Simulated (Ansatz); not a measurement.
Geometry optimisation, Ansatz 0.2.0, DFT PBE-D3(BJ), scalar-relativistic, plane waves, PAW.

Input file:

```yaml
accuracy: low
crystal:
  lattice:
    - [3.785, 0.0, 0.0]
    - [0.0, 3.785, 0.0]
    - [0.0, 0.0, 9.514]
  atoms:
    - { symbol: Ti, position: [0.0, 0.0, 0.0] }
    - { symbol: Ti, position: [0.0, 0.5, 0.25] }
    - { symbol: O, position: [0.0, 0.0, 0.2066] }
    - { symbol: O, position: [0.0, 0.5, 0.4566] }
    - { symbol: O, position: [0.0, 0.5, 0.0434] }
    - { symbol: O, position: [0.0, 0.0, 0.7934] }
    - { symbol: Ti, position: [0.5, 0.5, 0.5] }
    - { symbol: Ti, position: [0.5, 0.0, 0.75] }
    - { symbol: O, position: [0.5, 0.5, 0.7066] }
    - { symbol: O, position: [0.5, 0.0, 0.9566] }
    - { symbol: O, position: [0.5, 0.0, 0.5434] }
    - { symbol: O, position: [0.5, 0.5, 0.2934] }
    - { symbol: H, position: [0.4965744, 0.3992877, 0.0896141], spin: 1.0 }
magnetization:
  spin_polarized: true
basis:
  ecutwfc: 420.0
kpoints:
  mp_grid: { grid: [2, 2, 1] }
hamiltonian:
  xc: pbe
  dispersion: d3bj
scf:
  occupations: { method: fermi_dirac, width: 0.05 }
  lower_state_search: "off"
relax:
  f_tol: 0.08
  max_steps: 25
  adjacent_minimum: "off"
```

Launched with:

```bash
$ ansatz run input.yaml --threads 1 --pin off --max-ram 3072MiB --backend cpu --events-out ev --progress --plain --runs-dir out
```

Task: Where does it end, and by what steps?

Result: The run converged. The threshold is loose, so the end isn't yet a minimum. Limits of this set-up: coarse k mesh, low accuracy level. After 13 steps the energy has fallen by 1.939 eV; H13 moved furthest, 0.82 Å. Joined: O5–H13.

```
step  energy less start (eV)  largest force component (eV/Å)  accepted
   0                  0.0000                           1.107       yes
   1                 -0.1497                           0.787       yes
   2                 -0.2529                           0.254       yes
   3                 -0.4178                           0.683       yes
   4                 -0.5279                           0.325       yes
   5                 -0.5990                           0.838       yes
   6                 -1.1141                           3.257       yes
   7                 -1.8043                           1.861       yes
   8                 -1.8630                           1.269       yes
   9                 -1.8839                           0.758       yes
  10                 -1.9209                           0.261       yes
  11                 -1.9329                           0.139       yes
  12                 -1.9378                           0.133       yes
  13                 -1.9387                           0.023       yes
```

```xyz
13
Lattice="3.7850 0.0000 0.0000 0.0000 3.7850 0.0000 0.0000 0.0000 9.5140" Properties=species:S:1:pos:R:3
Ti 0.031 -0.031 0.018
Ti -0.037 1.862 2.520
O -0.084 -0.030 1.993
O -0.014 1.864 4.416
O 0.426 1.862 0.405
O 0.042 -0.027 7.577
Ti 1.877 1.864 4.820
Ti 1.968 -0.028 7.143
O 1.913 1.864 6.792
O 1.960 -0.031 9.178
O 1.879 -0.028 5.199
O 1.872 1.863 2.830
H 1.402 1.862 0.289
```

Run time: 5.1 min on 1 thread of Arm Neoverse V1, on a shared host, peak memory 0.53 GiB.
